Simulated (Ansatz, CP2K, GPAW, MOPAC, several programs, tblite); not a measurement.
# CeO2 from cheap methods to r2SCAN

How much accuracy does each second buy? CeO2 is computed with 6 methods, from the cheapest up to r2SCAN.

Computed with MOPAC, tblite, Ansatz (versions at each run) (no spin polarisation, static lattice; gaps from single points on the cell relaxed beforehand with r²SCAN, unless a step's input says otherwise).

2 further runs of the same task are left out: 2 that didn't finish.

## 1. The starting structure

The structure is cubic, space group Fm-3m (No. 225). Conventional cell: a = 5.437 Å, b = 5.437 Å, c = 5.437 Å, α = 90.00°, β = 90.00°, γ = 90.00°. Ce (site symmetry m-3m) is surrounded by 8 O at 2.35 Å. Around O (site symmetry -43m) lie 4 Ce at 2.35 Å.

Structure file:

```
CELL_PARAMETERS angstrom
0.00000 2.71865 2.71865
2.71865 0.00000 2.71865
2.71865 2.71865 0.00000
ATOMIC_POSITIONS crystal
Ce 0.00000 0.00000 0.00000
O 0.25000 0.25000 0.25000
O 0.75000 0.75000 0.75000
```

The structure type (database structure) is imposed and need not be the compound's stable one.

**Question.** The methods are PM7, GFN1-xTB (tblite), GFN2-xTB (tblite), coarse PBE, PBE, r2SCAN. What gap does r2SCAN give on this cell, and which other methods (full PBE left aside) come nearest to r2SCAN and farthest in gap?

| quantity | value |
| --- | --- |
| r2SCAN | gap 2.20 eV, 13.40 Å³/atom, B₀ 191 GPa |
| gap: nearest and farthest of the other methods | coarse PBE (-0.30 eV), GFN2-xTB (tblite) (-2.20 eV) |

In words: Among the 3 methods compared for the gap (full PBE left aside), coarse PBE is nearest to r2SCAN and GFN2-xTB (tblite) farthest. A minimal basis or a coarse cutoff and mesh shifts results by its own error, so closeness to r2SCAN can be chance. Cluster runs see only the k-points that fold onto the zone centre, so their gaps can miss the band edges. PM7 ended in an unphysical state and is left out of the comparison. No volume is given for GFN1-xTB (tblite), GFN2-xTB (tblite), coarse PBE, which can hide a larger miss. CPU times run from 0.38 s (coarse PBE) to 1.8 min (PM7). On this cell PM7, GFN1-xTB (tblite), GFN2-xTB (tblite) cost more than r2SCAN itself (2.4 s), so they are no saving here. A cluster method computes far more atoms than the primitive cell, so on a small crystal it can cost more than plane waves. GFN1-xTB (tblite), GFN2-xTB (tblite) disagree with r2SCAN even on whether there is a gap. r2SCAN is a yardstick, not the truth: it usually gives gaps below the measured ones. Spin-orbit coupling is left out throughout. Against the measured direct gap of CeO2, 3.27 eV (direct; powder; “Observation of Fast Low‐Temperature Oxygen Ion Conduction in CeO2/β"‐Al2O3 Heterostructure”, 2024, pmc:11425223), the calculated 2.30 eV is off by -0.97 eV. That value is r2SCAN's. A measured bulk modulus of CeO2 is 204 GPa (300 K; quoted in “Atomistic and experimental study on thermal conductivity of bulk and porous cerium dioxide”, 2019, pmc:6474893); the calculated 191 GPa misses it by -6.1 %. That value is r2SCAN's, at fixed shape and without vibrations.
